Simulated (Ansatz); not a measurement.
# UB3LYP/def2-TZVP (core potential) run of SnH3O (SMILES [OH][SnH2])

Aim: the vertical ionisation energy of SnH3O at UB3LYP/def2-TZVP (core potential), from 2 runs. 

The calculation is run with Ansatz 0.2.0.

28 further runs of the same task are left out: 28 set aside as unsound or not needed. Runs told in other sessions of the task aren't counted.

### Step 1. The molecule

SnH3O: 5 atoms, total charge 0, spin state doublet. As SMILES, `[OH][SnH2]`. The shape is that of a PBE0-D4/def2-TZVP optimisation. This is one conformer, not always the lowest.

Bond lengths: O1–Sn2 1.976 Å, O1–H3 0.960 Å, Sn2–H4 1.735 Å, Sn2–H5 1.722 Å. Angles: O1–Sn2–H4 106.9°, O1–Sn2–H5 101.9°, Sn2–O1–H3 113.3°, H4–Sn2–H5 111.7°.

### Step 2. The energy at UB3LYP/def2-TZVP (core potential)

The input, molecule.yaml:

```yaml
crystal:
  periodic: [false, false, false]
  atoms:
    - {symbol: O, position_ang: [0.707400, -0.732900, 0.861900]}
    - {symbol: Sn, position_ang: [0.104500, 0.308800, -0.705500]}
    - {symbol: H, position_ang: [0.368600, -1.631300, 0.873200]}
    - {symbol: H, position_ang: [-1.606800, 0.061300, -0.845900]}
    - {symbol: H, position_ang: [0.476300, 1.920400, -0.224900]}
basis:
  gaussian: {orbitals: def2-TZVP}
magnetization: {spin_polarized: true, initial_magnetization: 1}
hamiltonian: {xc: {name: B3LYP}}
accuracy: high
output: {orbitals: {seedname: orbitals}}
```

The run is started by

```bash
$ ansatz run molecule.yaml --threads 1 --pin off --max-ram 2610MiB --events-out events.jsonl --progress --plain --runs-dir runs
```

Log:

```text
Warning: RAYON_NUM_THREADS=1 ignored (pool sized by the plan → 1); use --threads N
Functional definition: B3LYP
  name "B3LYP"
  parameter a0 = 0.2
  parameter ax = 0.72
  parameter ac = 0.81
  exchange = (1 - a0 - ax)*slater_x + ax*b88_x + a0*exact_x
  correlation = (1 - ac)*vwn_rpa_c + ac*lyp_c
1887 factors; integrals over basis functions are off by at most 3.8e-9 eV
mean field evaluation 1: about -7922.7998 eV, gradient 4.4e1 eV
mean field evaluation 2: about -7861.6560 eV, gradient 1.2e2 eV
mean field evaluation 4: about -7929.4626 eV, gradient 4.5e0 eV
mean field evaluation 8: about -7929.5753 eV, gradient 9.7e-2 eV
mean field evaluation 16: about -7929.5754 eV, gradient 1.1e-4 eV
mean field -7929.57539884 eV, -291.4065210483 hartree, gradient 1.7e-8 eV, S^2 0.752574; 0 other end points of the search recorded, 0 dependent functions left out
reference -7929.57543499 eV, -291.4065223766 hartree; 17, 16 occupied and 82, 83 virtual orbitals, 1887 factors
Total energy: -7929.57543499 eV, -291.4065223766 hartree
```

It took 5.1 s on 1 thread of AMD EPYC 9R45 (Zen 5), shared host; peak memory 0.39 GiB.

### Step 3. The singlet cation at the same level

The input, in.yaml:

```yaml
crystal:
  periodic: [false, false, false]
  atoms:
    - {symbol: O, position_ang: [0.707400, -0.732900, 0.861900]}
    - {symbol: Sn, position_ang: [0.104500, 0.308800, -0.705500]}
    - {symbol: H, position_ang: [0.368600, -1.631300, 0.873200]}
    - {symbol: H, position_ang: [-1.606800, 0.061300, -0.845900]}
    - {symbol: H, position_ang: [0.476300, 1.920400, -0.224900]}
basis:
  gaussian: {orbitals: def2-TZVP}
hamiltonian: {xc: {name: B3LYP}}
output: {orbitals: {seedname: orbitals}}
total_charge: 1
accuracy: high
```

The run is started by

```bash
$ ansatz run in.yaml --threads 1 --pin off --max-ram 2610MiB --events-out events.jsonl --progress --plain --runs-dir runs
```

Log, shortened:

```text
Warning: RAYON_NUM_THREADS=1 ignored (pool sized by the plan → 1); use --threads N
[... 7 set-up lines as earlier in the session ...]
1887 factors; integrals over basis functions are off by at most 3.8e-9 eV
mean field evaluation 1: about -7900.5762 eV, gradient 1.1e2 eV
mean field evaluation 2: about -7716.6052 eV, gradient 2.2e2 eV
mean field evaluation 4: about -7920.7159 eV, gradient 1.6e1 eV
mean field evaluation 8: about -7921.1557 eV, gradient 5.5e-1 eV
mean field evaluation 16: about -7921.1530 eV, gradient 2.0e-4 eV
mean field -7921.15299635 eV, -291.0970034655 hartree, gradient 3.3e-8 eV, S^2 0.000000; 0 other end points of the search recorded, 0 dependent functions left out
reference -7921.15303327 eV, -291.0970048223 hartree; 16, 16 occupied and 83, 83 virtual orbitals, 1887 factors
Total energy: -7921.15303327 eV, -291.0970048223 hartree
```

It took 2.7 s on 1 thread of AMD EPYC 9R45 (Zen 5), shared host; peak memory 0.28 GiB.

### Step 4. Summary of results

At UB3LYP/def2-TZVP (core potential):

```
                                          quantity          value
                       doublet SnH3O: total energy  -291.40652 Eh
 doublet SnH3O: HOMO energy (highest over α and β)       -5.93 eV
  doublet SnH3O: LUMO energy (lowest over α and β)       -3.56 eV
                               doublet SnH3O: ⟨S²⟩          0.753
                      singlet cation: total energy  -291.09700 Eh
                       singlet cation: HOMO energy      -14.93 eV
                       singlet cation: LUMO energy      -10.90 eV
                     singlet cation: HOMO–LUMO gap        4.02 eV
vertical ionisation energy (to the singlet cation)       8.422 eV
```

**Reading.** Removing an electron at fixed nuclei costs 8.42 eV (813 kJ/mol).
